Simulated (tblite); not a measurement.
# C4H13FSSi2: the cost of one run

Computed with tblite 0.8.0 and PySCF 2.14.0; each step states its level. No surroundings beyond the atoms listed, unless a continuum is named. Atoms count from 0, parts from 1.

### 1 The system as given

21 atoms, charge 0, multiplicity 1; geometry: rigid parts in contact. Parts: 1 = atoms 0–18, `CS[SiH2][SiH2]C1CC1`, charge 0; 2 = atoms 19–20, `F`, charge 0.

### 2 Search for minima with GFN2-xTB

The job: settings as JSON, then the geometry in Å.

```
{"job": {"kind": "dock", "xc": "GFN2-xTB", "basis": "xTB"}, "charge": 0, "multiplicity": 1, "parts": [{"atoms": "0-18", "charge": 0, "multiplicity": 1}, {"atoms": "19-20", "charge": 0, "multiplicity": 1}]}
C      3.831980     1.130474    -0.556829
S      2.230768     0.527870    -1.165584
Si     1.492974    -0.435730     0.616377
Si    -0.553084    -1.381786     0.132137
C     -1.780160    -0.081407    -0.462243
C     -2.625795     0.665917     0.531689
C     -3.257893    -0.339431    -0.370744
H      3.672013     1.817577     0.268440
H      4.439154     0.288793    -0.238146
H      4.312652     1.644996    -1.382067
H      1.545831     0.611379     1.644041
H      2.554181    -1.376293     0.993012
H     -1.082930    -1.988129     1.362778
H     -0.487046    -2.451121    -0.872930
H     -1.464272     0.498362    -1.322753
H     -2.527246     0.417542     1.578460
H     -2.822899     1.713289     0.354782
H     -3.585294    -1.273673     0.060525
H     -3.892936     0.011371    -1.170944
F     -0.220567     2.098669    -1.967747
H      0.579814     1.965486    -2.427262
```

Method: GFN2-xTB search for minima from random contacts, gas phase.

The run is started by

```bash
$ OMP_NUM_THREADS=1 python cluster_run.py task.json out
```

The driver reads the jobs from task.json and runs them one after another.

**Question.** How long does this first job take on 1 thread of Arm Neoverse N1, shared host?

About 14 s.
